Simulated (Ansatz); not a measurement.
# C2H12Si3: geometry

The task, for C2H12Si3: geometry.

Method: the levels named in each step, in Ansatz 0.2.0.

## Step 1: The starting structure

Bond lengths (14 of 16 bonds, heavy atoms first): Si1–C2 1.897 Å, C2–Si3 1.899 Å, Si3–C4 1.900 Å, C4–Si5 1.897 Å, Si1–H6 1.466 Å, Si1–H7 1.466 Å, Si1–H8 1.468 Å, C2–H9 1.090 Å, C2–H10 1.090 Å, Si3–H11 1.472 Å, Si3–H12 1.472 Å, C4–H13 1.090 Å, C4–H14 1.090 Å, Si5–H15 1.468 Å. Angles (14 of 30 angles, heavy atoms first): Si1–C2–Si3 115.9°, C2–Si3–C4 110.7°, Si3–C4–Si5 115.9°, Si1–C2–H9 108.7°, Si1–C2–H10 108.7°, Si3–C2–H9 108.8°, Si3–C2–H10 108.3°, C2–Si1–H6 109.9°, C2–Si1–H7 110.6°, C2–Si1–H8 109.7°, C2–Si3–H11 109.5°, C2–Si3–H12 109.5°, C4–Si3–H11 109.6°, C4–Si3–H12 109.5°.

Coordinates:

```xyz
17

Si   -2.1747    0.5118    0.8648
C    -1.2321    0.6792   -0.7732
Si   -0.0901   -0.7698   -1.2253
C     1.1863   -1.0714    0.1487
Si    2.2824    0.4094    0.6019
H    -2.9965   -0.7019    0.8459
H    -1.2407    0.4472    1.9924
H    -3.0517    1.6735    1.0518
H    -0.6426    1.5958   -0.7459
H    -1.9540    0.8102   -1.5795
H    -0.8950   -1.9853   -1.4257
H     0.6079   -0.4717   -2.4866
H     1.8267   -1.8996   -0.1552
H     0.6645   -1.4082    1.0447
H     3.2488    0.0123    1.6325
H     3.0159    0.8681   -0.5814
H     1.4696    1.5108    1.1254
```

## Step 2: A rough first relaxation, PBE-D4/def2-SVP

File input.yaml:

```yaml
crystal:
  periodic: [false, false, false]
  atoms:
    - { symbol: Si, position_ang: [-2.17469, 0.51178, 0.8648] }
    - { symbol: C, position_ang: [-1.23212, 0.67916, -0.77321] }
    - { symbol: Si, position_ang: [-0.09014, -0.76978, -1.22534] }
    - { symbol: C, position_ang: [1.18628, -1.07139, 0.14867] }
    - { symbol: Si, position_ang: [2.28235, 0.40938, 0.60195] }
    - { symbol: H, position_ang: [-2.99652, -0.70191, 0.84594] }
    - { symbol: H, position_ang: [-1.24072, 0.4472, 1.99235] }
    - { symbol: H, position_ang: [-3.05174, 1.67346, 1.05176] }
    - { symbol: H, position_ang: [-0.64257, 1.59582, -0.74594] }
    - { symbol: H, position_ang: [-1.95399, 0.81019, -1.57949] }
    - { symbol: H, position_ang: [-0.89502, -1.98532, -1.42571] }
    - { symbol: H, position_ang: [0.60785, -0.47171, -2.48661] }
    - { symbol: H, position_ang: [1.82666, -1.8996, -0.15518] }
    - { symbol: H, position_ang: [0.6645, -1.40818, 1.04471] }
    - { symbol: H, position_ang: [3.24877, 0.01234, 1.63252] }
    - { symbol: H, position_ang: [3.01594, 0.86806, -0.58137] }
    - { symbol: H, position_ang: [1.46957, 1.51084, 1.12542] }
basis:
  gaussian: { orbitals: def2-SVP }
hamiltonian:
  xc: pbe
  dispersion: d4
relax:
  f_tol: 0.03
  max_steps: 200
```

Launch:

```bash
$ ansatz run input.yaml --threads 4 --pin off --max-ram 10240MiB --backend cpu --events-out ev --progress --plain --runs-dir out
```

After this run come: Relaxation, PBE0-D4/def2-TZVP.

Q: Predict the outcome of this session. Wanted: Si1–C2 at PBE0-D4/def2-TZVP; C2–Si3 at PBE0-D4/def2-TZVP; Si3–C4 at PBE0-D4/def2-TZVP.

The runs gave:

```
                   quantity    value
Si1–C2 at PBE0-D4/def2-TZVP  1.870 Å
C2–Si3 at PBE0-D4/def2-TZVP  1.873 Å
Si3–C4 at PBE0-D4/def2-TZVP  1.873 Å
```

In words: The table above holds the result.
